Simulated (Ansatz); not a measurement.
# BBrCl₂H₂: search for a transition state

Is there a first-order saddle for this four-centre ligand exchange, which should form B1–Br6, H2–H5 and break B1–H2, H5–Br6, and which two structures does it connect?

Method: PBE0-D4, def2-SVP first, then def2-TZVP; program: Ansatz 0.2.0, Gaussian basis.

154 further runs of the same task are left out: 2 that didn't finish, 152 set aside as unsound or not needed.

## Step 1: The starting structure

The guess: 6 atoms, charge 0, spin multiplicity 1.

Atoms are counted from 1 here; the program's logs count them from 0.

Bond lengths: B1–H2 1.347 Å, B1–Cl3 1.748 Å, B1–Cl4 1.748 Å, B1–Br6 2.289 Å. Angles: H2–B1–Cl3 109.5°, H2–B1–Cl4 109.5°, H2–B1–Br6 92.1°, Cl3–B1–Cl4 122.6°, Cl3–B1–Br6 109.4°, Cl4–B1–Br6 109.4°.

As a file:

```
B    -0.1909   -0.2725   -0.2889
H     0.2918    0.9523   -0.5721
Cl    0.8005   -1.4843   -1.0667
Cl   -1.9343   -0.2566   -0.4177
H     0.6214    1.1554    0.4327
Br    0.4115   -0.0944    1.9127
```

Distances that are to change: B1–Br6 2.29 Å, H2–H5 1.08 Å, B1–H2 1.35 Å, H5–Br6 1.95 Å.

## Step 2: Constrained relaxation of the guess

The input, hold/in.yaml:

```yaml
crystal:
  periodic: [false, false, false]
  atoms:
    - {symbol: B, position_ang: [-0.190900, -0.272500, -0.288900]}
    - {symbol: H, position_ang: [0.291800, 0.952300, -0.572100]}
    - {symbol: Cl, position_ang: [0.800500, -1.484300, -1.066700]}
    - {symbol: Cl, position_ang: [-1.934300, -0.256600, -0.417700]}
    - {symbol: H, position_ang: [0.621400, 1.155400, 0.432700]}
    - {symbol: Br, position_ang: [0.411500, -0.094400, 1.912700]}
basis:
  gaussian: {orbitals: def2-SVP}
hamiltonian: {xc: pbe0, dispersion: d4}
relax: {f_tol: 0.04, max_steps: 150, escape_saddle: false, constraints: [{distance: [0, 5]}, {distance: [1, 4]}, {distance: [0, 1]}, {distance: [4, 5]}]}
```

Command:

```bash
$ ansatz run in.yaml --threads 4 --pin off --events-out ev --progress --plain --max-ram 9574MiB
```

What it wrote (excerpt; [...] marks lines left out):

```text
Functional definition: PBE0
  name "PBE0"
  cite "Adamo & Barone, J. Chem. Phys. 110, 6158 (1999) doi:10.1063/1.478522"
  cite "Perdew, Burke & Ernzerhof, Phys. Rev. Lett. 77, 3865 (1996) doi:10.1103/PhysRevLett.77.3865"
  parent pbe
[...]
953 factors; integrals over basis functions are off by at most 3.3e-4 eV
[...]
mean field -95767.14954761 eV, -3519.3778325692 hartree, gradient 3.2e-5 eV, S^2 0.000000; 0 other end points of the search recorded, 0 dependent functions left out
[...]
reference -95767.14956794 eV, -3519.3778333163 hartree; 38, 38 occupied and 54, 54 virtual orbitals, 953 factors
relax step   1: F+E_penalty+E_count = -95767.31526375 eV  Δ(F+E_penalty+E_count) = +0.000e0 eV  max|allowed force component| = 9.189e-1 eV/Å  Δτ_max = 0.0000 Å  (25 SCF iters, accepted)
[...]
relax step   3: F+E_penalty+E_count = -95767.60820658 eV  Δ(F+E_penalty+E_count) = +9.223e-5 eV  max|allowed force component| = 3.643e-1 eV/Å  Δτ_max = 0.0897 Å  (30 SCF iters, rejected (line search))
[...]
relax step   4: F+E_penalty+E_count = -95767.62711758 eV  Δ(F+E_penalty+E_count) = -1.882e-2 eV  max|allowed force component| = 3.612e-2 eV/Å  Δτ_max = 0.0454 Å  (31 SCF iters, accepted)
  distance B 0 - Br 5 held at 2.289465 Å   reaction = +7.4611e-1 eV/Å
  distance H 1 - H 4 held at 1.076805 Å   reaction = +1.4441e0 eV/Å
  distance B 0 - H 1 held at 1.346602 Å   reaction = -1.8015e-1 eV/Å
  distance H 4 - Br 5 held at 1.948450 Å   reaction = +7.3069e-1 eV/Å
953 factors; integrals over basis functions are off by at most 3.8e-4 eV
mean field -95767.46930986 eV, -3519.3895836152 hartree, gradient 9.2e-6 eV, S^2 0.000000; 1 other end points of the search recorded, 0 dependent functions left out
[...]
reference -95767.46932991 eV, -3519.3895843520 hartree; 38, 38 occupied and 54, 54 virtual orbitals, 953 factors
Total energy: -95767.62713763 eV, -3519.3953836789 hartree
Atom 0 at    -0.147753    -0.212452    -0.220852 Å, force     0.141675    -0.102025     0.791192 eV/Å
Atom 1 at     0.274015     0.976289    -0.692387 Å, force     0.374944     0.131806     1.330755 eV/Å
Atom 2 at     0.847028    -1.414107    -1.045994 Å, force    -0.014427     0.004995     0.008662 eV/Å
Atom 3 at    -1.903787    -0.179184    -0.393110 Å, force     0.015293    -0.008376     0.001299 eV/Å
Atom 4 at     0.507931     0.942056     0.358147 Å, force    -0.364684    -0.385752    -0.806911 eV/Å
Atom 5 at     0.422566    -0.112702     1.994195 Å, force    -0.152802     0.359353    -1.324997 eV/Å
Dipole moment:     0.123696     0.365059    -0.169483 e Å
```

Run time: 6.5 s. Hardware: 4 threads of Arm Neoverse V1, shared host.

The steps of the relaxation:

| step | energy from step 1 (eV) | largest force component (eV/Å) |
| --- | --- | --- |
| 1 | 0.0000 | 0.9189 |
| 2 | -0.2930 | 0.3587 |
| 3 | -0.2929 | 0.3643 |
| 4 | -0.3119 | 0.0361 |

Close pairs (by a distance rule), those that changed most:

```
  bond  before (Å)  after (Å)  change (Å)
 B1–H5       1.794      1.448      -0.346
B1–Cl4       1.748      1.765      +0.017
B1–Cl3       1.748      1.765      +0.017
B1–Br6       2.289      2.289      +0.000
 B1–H2       1.347      1.347      +0.000
```

## Step 3: Force constants to start from

The input, hessian/in.yaml:

```yaml
crystal:
  periodic: [false, false, false]
  atoms:
    - {symbol: B, position_ang: [-0.147753, -0.212452, -0.220852]}
    - {symbol: H, position_ang: [0.274015, 0.976289, -0.692387]}
    - {symbol: Cl, position_ang: [0.847028, -1.414107, -1.045994]}
    - {symbol: Cl, position_ang: [-1.903787, -0.179184, -0.393110]}
    - {symbol: H, position_ang: [0.507931, 0.942056, 0.358147]}
    - {symbol: Br, position_ang: [0.422566, -0.112702, 1.994195]}
basis:
  gaussian: {orbitals: def2-SVP}
hamiltonian: {xc: pbe0, dispersion: d4}
phonons: {}
scf: {lower_state_search: off}
```

Command:

```bash
$ ansatz run in.yaml --threads 4 --pin off --events-out ev --progress --plain --max-ram 9574MiB
```

What it wrote (excerpt; [...] marks lines left out):

```text
[... 5 set-up lines as earlier in the session ...]
[...]
952 factors; integrals over basis functions are off by at most 3.6e-4 eV
[...]
mean field -95767.46930906 eV, -3519.3895835856 hartree, gradient 1.7e-6 eV, S^2 0.000000; 0 other end points of the search recorded, 0 dependent functions left out
[...]
reference -95767.46932906 eV, -3519.3895843209 hartree; 38, 38 occupied and 54, 54 virtual orbitals, 952 factors
[... from here to the last solve, the lines of the solves are left out (35 solves) ...]
952 factors; integrals over basis functions are off by at most 3.6e-4 eV
mean field -95767.47257430 eV, -3519.3897035812 hartree, gradient 1.6e-6 eV, S^2 0.000000; 0 other end points of the search recorded, 0 dependent functions left out
[...]
WARN: phonons: modes at or below zero, which the zero-point energy, F, S and C_V leave out: 1, the lowest at -901.25 cm⁻¹. A minimum has none, and a first-order saddle one
Total energy: -95767.62713681 eV, -3519.3953836486 hartree
Atom 0 at    -0.147753    -0.212452    -0.220852 Å, force     0.141689    -0.102003     0.791210 eV/Å
Atom 1 at     0.274015     0.976289    -0.692387 Å, force     0.374953     0.131818     1.330761 eV/Å
Atom 2 at     0.847028    -1.414107    -1.045994 Å, force    -0.014417     0.004968     0.008658 eV/Å
Atom 3 at    -1.903787    -0.179184    -0.393110 Å, force     0.015265    -0.008388     0.001304 eV/Å
Atom 4 at     0.507931     0.942056     0.358147 Å, force    -0.364679    -0.385742    -0.806909 eV/Å
Atom 5 at     0.422566    -0.112702     1.994195 Å, force    -0.152811     0.359347    -1.325024 eV/Å
Dipole moment:     0.123696     0.365059    -0.169483 e Å
Vibrations: -901.25 165.02 165.40 296.45 499.08 680.71 740.96 975.14 1089.47 1144.26 1689.01 2056.47 cm⁻¹, zero-point energy 0.589047 eV
Checks for a lower state left out: stability, starts, cluster_reference, orbital_swaps, neighbouring_geometries, increment
```

Wall time 28 s (4 threads of Arm Neoverse V1, shared host).

The structure is not stationary yet, so these wavenumbers are no spectrum; the search needs only the force constants.

## Step 4: Saddle search in the small basis

A small driver takes partitioned rational-function steps: uphill along one mode, downhill along the rest. It calls the program once a step for energy and forces and updates the Hessian by Bofill's formula. It stops when the largest force is under 0.04 eV/Å and the followed curvature is negative. The first step's input:

The input, presaddle/in.yaml:

```yaml
crystal:
  periodic: [false, false, false]
  atoms:
    - {symbol: B, position_ang: [-0.147753, -0.212452, -0.220852]}
    - {symbol: H, position_ang: [0.274015, 0.976289, -0.692387]}
    - {symbol: Cl, position_ang: [0.847028, -1.414107, -1.045994]}
    - {symbol: Cl, position_ang: [-1.903787, -0.179184, -0.393110]}
    - {symbol: H, position_ang: [0.507931, 0.942056, 0.358147]}
    - {symbol: Br, position_ang: [0.422566, -0.112702, 1.994195]}
basis:
  gaussian: {orbitals: def2-SVP}
hamiltonian: {xc: pbe0, dispersion: d4}
output: {forces: true}
scf: {lower_state_search: off}
```

Command:

```bash
$ ansatz run in.yaml --threads 4 --pin off --events-out ev --progress --plain --max-ram 9574MiB
```

Step by step:

```csv
step,energy (eV),largest force (eV/Å),followed curvature (eV/Å²)
1,-95767.62712,1.3308,-7.27
2,-95767.75133,0.3724,-7.33
3,-95767.74589,0.0471,-6.66
4,-95767.74592,0.0110,-6.96
```

The 4 steps took 3.4 s in all (4 threads of Arm Neoverse V1, shared host).

## Step 5: Saddle search in triple zeta

The search itself is an outer loop (partitioned rational-function steps, Bofill update of the Hessian). Each step is one single-point run with forces. It stops when the largest force is under 0.01 eV/Å and the followed curvature is negative. The first step's input:

The input, saddle/in.yaml:

```yaml
crystal:
  periodic: [false, false, false]
  atoms:
    - {symbol: B, position_ang: [-0.159861, -0.198055, -0.299002]}
    - {symbol: H, position_ang: [0.297729, 0.977393, -0.594436]}
    - {symbol: Cl, position_ang: [0.828594, -1.443426, -1.057767]}
    - {symbol: Cl, position_ang: [-1.918306, -0.210254, -0.405913]}
    - {symbol: H, position_ang: [0.501038, 0.871891, 0.461905]}
    - {symbol: Br, position_ang: [0.450806, 0.002351, 1.895213]}
basis:
  gaussian: {orbitals: def2-TZVP}
hamiltonian: {xc: pbe0, dispersion: d4}
output: {forces: true}
scf: {lower_state_search: off}
```

Command:

```bash
$ ansatz run in.yaml --threads 4 --pin off --events-out ev --progress --plain --max-ram 9574MiB
```

The driver's record:

```
step   energy (eV)  largest force (eV/Å)  followed curvature (eV/Å²)
   1  -95785.47756                0.1497                       -6.96
   2  -95785.48020                0.0231                       -7.10
   3  -95785.48028                0.0097                       -7.47
```

The 3 steps took 6.2 s in all (4 threads of Arm Neoverse V1, shared host).

Geometry at the end of the search:

```mol
BBrCl2H2
  3D, bonds by distance, orders not assigned

  6  5  0  0  0  0  0  0  0  0999 V2000
   -0.1614   -0.1992   -0.3032 B   0  0
    0.2951    0.9685   -0.5885 H   0  0
    0.8306   -1.4351   -1.0572 Cl  0  0
   -1.9134   -0.2032   -0.4060 Cl  0  0
    0.4946    0.8629    0.4518 H   0  0
    0.4544    0.0061    1.9032 Br  0  0
  1  2  8  0
  1  3  8  0
  1  4  8  0
  1  6  8  0
  5  6  8  0
M  END
```

Followed mode, largest move set to 1: H5 (-0.10, 0.28, -0.96); B1 (0.08, -0.27, 0.84); Br6 (-0.18, -0.36, -0.09); H2 (0.13, 0.15, 0.25).

## Step 6: Vibrations at the point found

The input, vib/in.yaml:

```yaml
crystal:
  periodic: [false, false, false]
  atoms:
    - {symbol: B, position_ang: [-0.161380, -0.199200, -0.303238]}
    - {symbol: H, position_ang: [0.295134, 0.968489, -0.588523]}
    - {symbol: Cl, position_ang: [0.830647, -1.435133, -1.057208]}
    - {symbol: Cl, position_ang: [-1.913387, -0.203248, -0.406034]}
    - {symbol: H, position_ang: [0.494590, 0.862867, 0.451805]}
    - {symbol: Br, position_ang: [0.454395, 0.006125, 1.903198]}
basis:
  gaussian: {orbitals: def2-TZVP}
hamiltonian: {xc: pbe0, dispersion: d4}
phonons: {temperatures: {t_min: 298.15, t_max: 900, t_step: 200}}
```

Command:

```bash
$ ansatz run in.yaml --threads 4 --pin off --events-out ev --progress --plain --max-ram 9574MiB
```

What it wrote (excerpt; [...] marks lines left out):

```text
[... 5 set-up lines as earlier in the session ...]
[...]
1206 factors; their error is unknown
[...]
mean field -95785.32247933 eV, -3520.0456754917 hartree, gradient 2.2e-5 eV, S^2 0.000000; 0 other end points of the search recorded, 0 dependent functions left out
[...]
reference -95785.32250596 eV, -3520.0456764705 hartree; 38, 38 occupied and 127, 127 virtual orbitals, 1206 factors
[... from here to the last solve, the lines of the solves are left out (21 solves) ...]
1206 factors; their error is unknown
mean field -95785.32242467 eV, -3520.0456734832 hartree, gradient 2.2e-6 eV, S^2 0.000000; 0 other end points of the search recorded, 0 dependent functions left out
[...]
reference -95785.32245130 eV, -3520.0456744619 hartree; 38, 38 occupied and 127, 127 virtual orbitals, 1206 factors
WARN: phonons: modes at or below zero, which the zero-point energy, F, S and C_V leave out: 1, the lowest at -730.69 cm⁻¹. A minimum has none, and a first-order saddle one
Total energy: -95785.48027891 eV, -3520.0514745194 hartree
Atom 0 at    -0.161380    -0.199200    -0.303238 Å, force     0.003048     0.009656    -0.005421 eV/Å
Atom 1 at     0.295134     0.968489    -0.588523 Å, force    -0.001193    -0.002111    -0.001032 eV/Å
Atom 2 at     0.830647    -1.435133    -1.057208 Å, force    -0.002100    -0.003428     0.000182 eV/Å
Atom 3 at    -1.913387    -0.203248    -0.406034 Å, force    -0.001140    -0.003859    -0.000046 eV/Å
Atom 4 at     0.494590     0.862867     0.451805 Å, force     0.000977     0.002235    -0.000110 eV/Å
Atom 5 at     0.454395     0.006125     1.903198 Å, force     0.000406    -0.002492     0.006427 eV/Å
Dipole moment:     0.118279     0.281413    -0.033949 e Å
Vibrations: -730.69 152.63 168.71 289.35 641.29 704.12 704.46 930.87 1013.09 1319.78 1531.75 2204.53 cm⁻¹, zero-point energy 0.598879 eV
```

Wall time 46 s (4 threads of Arm Neoverse V1, shared host).

The modes, with what each moves most:

```csv
mode,wavenumber (cm⁻¹),character
1,731i,"changes H2–H5, B1–H2, H5–Br6"
2,153,bend
3,169,bend with B–Br stretch
4,289,bend with torsion
5,641,B–Cl stretch with bend
6,704,torsion
7,704,B–Cl stretch with bend
8,931,B–Cl stretch
9,1013,bend with torsion
10,1320,bend
11,1532,bend
12,2205,B–H stretch
```

Vibrational sums (real modes only):

```csv
T (K),entropy (J/mol/K),heat capacity (J/mol/K)
298,32.6,38.1
498,56.9,56.7
698,78.0,68.1
898,96.1,75.1
```

## Step 7: Relaxing after a step of 0.30 Å one way along the mode

The input, downa/in.yaml:

```yaml
crystal:
  periodic: [false, false, false]
  atoms:
    - {symbol: B, position_ang: [-0.138451, -0.280714, -0.052404]}
    - {symbol: H, position_ang: [0.333216, 1.013235, -0.512687]}
    - {symbol: Cl, position_ang: [0.831573, -1.399160, -1.060538]}
    - {symbol: Cl, position_ang: [-1.889517, -0.177578, -0.414817]}
    - {symbol: H, position_ang: [0.463705, 0.945617, 0.165102]}
    - {symbol: Br, position_ang: [0.399474, -0.101500, 1.875344]}
basis:
  gaussian: {orbitals: def2-TZVP}
hamiltonian: {xc: pbe0, dispersion: d4}
relax: {f_tol: 0.005, max_steps: 200}
```

Command:

```bash
$ ansatz run in.yaml --threads 4 --pin off --events-out ev --progress --plain --max-ram 9574MiB
```

What it wrote (excerpt; [...] marks lines left out):

```text
[... 5 set-up lines as earlier in the session ...]
[...]
1206 factors; their error is unknown
[...]
mean field -95785.39450913 eV, -3520.0483225384 hartree, gradient 2.3e-5 eV, S^2 0.000000; 0 other end points of the search recorded, 0 dependent functions left out
[...]
reference -95785.39453489 eV, -3520.0483234849 hartree; 38, 38 occupied and 127, 127 virtual orbitals, 1206 factors
relax step   1: F+E_penalty+E_count = -95785.55480277 eV  Δ(F+E_penalty+E_count) = +0.000e0 eV  max|allowed force component| = 4.509e0 eV/Å  Δτ_max = 0.0000 Å  (26 SCF iters, accepted)
[...]
1206 factors; their error is unknown
[...]
mean field -95786.62388778 eV, -3520.0935013705 hartree, gradient 1.2e-5 eV, S^2 0.000000; 1 other end points of the search recorded, 0 dependent functions left out
[...]
reference -95786.62391691 eV, -3520.0935024408 hartree; 38, 38 occupied and 127, 127 virtual orbitals, 1206 factors
Total energy: -95786.77285516 eV, -3520.0989758206 hartree
Atom 0 at    -0.380230    -0.982698     0.256742 Å, force    -0.001418    -0.000591    -0.004856 eV/Å
Atom 1 at     0.634509     1.916516    -0.951865 Å, force    -0.000041    -0.000060    -0.000059 eV/Å
Atom 2 at     0.705362    -1.720517    -0.877108 Å, force    -0.000552     0.000939     0.003413 eV/Å
Atom 3 at    -1.975222    -0.517118    -0.240991 Å, force     0.002285    -0.000334     0.002741 eV/Å
Atom 4 at     0.837995     1.992238    -0.237632 Å, force     0.000121     0.000119     0.000284 eV/Å
Atom 5 at     0.177587    -0.688521     2.050853 Å, force    -0.000395    -0.000074    -0.001522 eV/Å
Dipole moment:     0.000370     0.007884    -0.013357 e Å
```

Wall time 50 s (4 threads of Arm Neoverse V1, shared host).

Along the way: (the energy doesn't fall at every step)

```csv
step,energy from step 1 (eV),largest force component (eV/Å)
1,0.0000,4.5086
2,-0.4043,0.9816
3,-0.4784,0.6769
4,-0.6490,0.8372
5,-0.9108,0.7260
6,-1.0987,0.3871
7,-1.1826,0.2357
8,-1.1598,0.7630
9,-1.1934,0.3599
10,-1.2113,0.2046
11,-1.2170,0.0699
12,-1.2178,0.0594
13,-1.2170,0.1656
14,-1.2179,0.0047
15,-1.2180,0.0215
16,-1.2180,0.0206
17,-1.2180,0.0192
18,-1.2180,0.0049
```

Close pairs (by a distance rule), those that changed most:

```csv
bond,before (Å),after (Å),change (Å)
B1–H5,1.383,3.252,+1.869
B1–Br6,2.009,1.902,-0.108
B1–Cl4,1.791,1.735,-0.057
B1–Cl3,1.791,1.735,-0.057
H2–H5,0.694,0.747,+0.053
```

## Step 8: Relaxing after a step of 0.30 Å the other way along the mode

The input, downb/in.yaml:

```yaml
crystal:
  periodic: [false, false, false]
  atoms:
    - {symbol: B, position_ang: [-0.184308, -0.117686, -0.554072]}
    - {symbol: H, position_ang: [0.257052, 0.923742, -0.664358]}
    - {symbol: Cl, position_ang: [0.829720, -1.471105, -1.053878]}
    - {symbol: Cl, position_ang: [-1.937257, -0.228918, -0.397252]}
    - {symbol: H, position_ang: [0.525475, 0.780117, 0.738508]}
    - {symbol: Br, position_ang: [0.509317, 0.113750, 1.931052]}
basis:
  gaussian: {orbitals: def2-TZVP}
hamiltonian: {xc: pbe0, dispersion: d4}
relax: {f_tol: 0.005, max_steps: 200}
```

Command:

```bash
$ ansatz run in.yaml --threads 4 --pin off --events-out ev --progress --plain --max-ram 9574MiB
```

What it wrote (excerpt; [...] marks lines left out):

```text
[... 5 set-up lines as earlier in the session ...]
[...]
1206 factors; their error is unknown
[...]
mean field -95785.46119966 eV, -3520.0507733701 hartree, gradient 1.2e-5 eV, S^2 0.000000; 0 other end points of the search recorded, 0 dependent functions left out
[...]
reference -95785.46122695 eV, -3520.0507743729 hartree; 38, 38 occupied and 127, 127 virtual orbitals, 1206 factors
relax step   1: F+E_penalty+E_count = -95785.61689689 eV  Δ(F+E_penalty+E_count) = +0.000e0 eV  max|allowed force component| = 2.848e0 eV/Å  Δτ_max = 0.0000 Å  (27 SCF iters, accepted)
[...]
1206 factors; their error is unknown
[...]
mean field -95786.20361311 eV, -3520.0780565612 hartree, gradient 1.1e-5 eV, S^2 0.000000; 1 other end points of the search recorded, 0 dependent functions left out
[...]
reference -95786.20364327 eV, -3520.0780576693 hartree; 38, 38 occupied and 127, 127 virtual orbitals, 1206 factors
Total energy: -95786.32974970 eV, -3520.0826919954 hartree
Atom 0 at    -0.382226    -0.289407    -1.063227 Å, force     0.001600     0.003046     0.000979 eV/Å
Atom 1 at     0.086886     0.797474    -1.142550 Å, force     0.000461     0.001380    -0.000667 eV/Å
Atom 2 at     0.615835    -1.678806    -1.354798 Å, force     0.001690    -0.003354    -0.000804 eV/Å
Atom 3 at    -2.072868    -0.471762    -0.716756 Å, force    -0.003695    -0.000937     0.000474 eV/Å
Atom 4 at     1.139155     1.470262     2.018918 Å, force     0.000075     0.000284    -0.000222 eV/Å
Atom 5 at     0.613217     0.172138     2.258413 Å, force    -0.000132    -0.000420     0.000240 eV/Å
Dipole moment:     0.132431     0.276848     0.034321 e Å
```

Wall time 85 s (4 threads of Arm Neoverse V1, shared host).

Step by step: (not every step is listed) (the energy doesn't fall at every step)

```csv
step,energy from step 1 (eV),largest force component (eV/Å)
1,0.0000,2.8475
2,-0.3724,1.1199
3,-0.5033,0.4635
4,-0.5939,0.7393
5,-0.6551,0.4454
6,-0.6747,0.3232
7,-0.6796,0.2091
8,-0.6822,0.1525
9,-0.6850,0.1252
11,-0.6892,0.1575
13,-0.6935,0.0506
15,-0.6959,0.1156
17,-0.6942,0.3149
19,-0.7032,0.0690
21,-0.7073,0.1712
23,-0.7105,0.0190
25,-0.7114,0.0917
27,-0.7123,0.0544
29,-0.7128,0.0220
30,-0.7128,0.0260
31,-0.7128,0.0228
32,-0.7128,0.0193
33,-0.7128,0.0116
34,-0.7128,0.0037
```

Distances of close pairs at the start and the end, largest changes first:

```
  bond  before (Å)  after (Å)  change (Å)
H5–Br6       1.366      1.421      +0.055
 B1–H2       1.136      1.186      +0.050
B1–Cl3       1.763      1.735      -0.028
B1–Cl4       1.763      1.735      -0.028
```

## Step 9: What the saddle joins

| pair | start side (Å) | saddle (Å) | end side (Å) |
| --- | --- | --- | --- |
| B1–Br6 | 3.498 | 2.300 | 1.902 |
| H2–H5 | 3.399 | 1.065 | 0.747 |
| B1–H2 | 1.186 | 1.286 | 3.301 |
| H5–Br6 | 1.421 | 1.686 | 3.586 |

## Step 10: Results

```
                       quantity                                                     value
                 imaginary mode                                                 731i cm⁻¹
    barrier from the start side                                             19.6 kcal/mol
      barrier from the end side                                             29.8 kcal/mol
             energy of the step                                            -10.2 kcal/mol
              pairs that change  B1–Br6 formed, H2–H5 formed, B1–H2 broken, H5–Br6 broken
zero-point energy at the saddle                                                  0.599 eV
```

One imaginary mode, 731i cm⁻¹, makes this a first-order saddle. Going downhill both ways gives the intended start and end. At PBE0-D4/def2-TZVP the electronic barrier is 19.6 kcal/mol, about 33 kT at 298 K, and the step runs 10.2 kcal/mol downhill.
